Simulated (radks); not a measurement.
**Valence configurations of Al**

One table from this session's results is given with a row withheld; the runs are named, their logs left out.

Program: radks (a radial shooting solver on a logarithmic mesh, Libxc functionals) version 1. Level of theory: non-relativistic Kohn-Sham, TPSS, spin-unpolarised, spherical densities, point nucleus. These are calculated values, not measurements, unless marked.

## The system

- element: aluminium (Z = 13)
- charge: 0
- electrons: 13
- configuration: [Ne] 3s2 3p1
- others tried: 3s1 3p2; 3p3; 3s0.5 3p2.5; 3s1.5 3p1.5

The outer shells:

Al
```
[Ne] core
3s [↑↓]
3p [↑ ][  ][  ]
```

The first run:

Settings of this run:

```text
Z 13
configuration [Ne] 3s2 3p1
relativity non-relativistic
functional tpss,tpss
spin unpolarised
nucleus point
```

Among the steps run: [Ne] 3s2 3p1.

One table of the session follows, with a row left open; its other results are not shown here.

From the orbitals of this run (lengths in bohr):

```
level     <r>  outermost maximum (interpolated)  90 % within  nodes
   1s  0.1204                            0.0787        0.215      0
   2s  0.6260                             0.496        0.989      1
   2p  0.6031                             0.428         1.02      0
   3s   2.561                              2.09         3.91      2
   3p       ?                                 ?            ?      ?
```

**Question.** Estimate the row for 3p.

**Answer.** <r>: 3.426; outermost maximum (interpolated): 2.67; 90 % within: 5.46; nodes: 1. In the column «<r>» it is the highest.
